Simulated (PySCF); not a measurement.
# C₄H₉Cl₂Ga: magnetic properties

Programs: PySCF 2.14.0, with routines of our own; each step states its level. All values are computed. Atoms count from 0.

## (1) The system as given

16 atoms, charge 0, multiplicity 1; geometry from: GFN2-xTB.

## (2) Magnetic properties: GIAO BP86/def2-SVP

Job settings and geometry (Å):

```
{"job": {"kind": "mag", "xc": "BP86", "basis": "def2-SVP"}, "charge": 0, "multiplicity": 1}
Ga     1.014350     1.725900     0.000980
Cl     3.127970     1.855930     0.064350
Cl     0.017210     3.597450    -0.026530
C     -0.055260    -0.109670    -0.004150
C     -0.843750    -0.201670     1.298570
C      0.964120    -1.235220    -0.113050
C     -1.007610    -0.099450    -1.194960
H     -1.448840    -1.109900     1.307530
H     -0.170900    -0.225740     2.157790
H     -1.512070     0.655420     1.403000
H      1.667190    -1.201300     0.721220
H      1.532750    -1.153250    -1.041120
H      0.460970    -2.203210    -0.100570
H     -0.452990    -0.061480    -2.134470
H     -1.670420     0.767000    -1.147300
H     -1.622710    -1.000800    -1.191290
```

With the program's defaults for keys left out, this is: GIAO BP86/def2-SVP magnetisability, rotational g tensor and spin-rotation constants, non-relativistic, gas phase.

Launch:

```console
$ OMP_NUM_THREADS=1 python excited_run.py task.json out
```

The driver reads the jobs from task.json and runs them one after another.

Q: Estimate the wall time and peak memory of this first job on 1 thread of Intel Xeon Platinum 8259CL at 2.50GHz, shared host.

About 67 s, with a peak of 0.68 GiB.
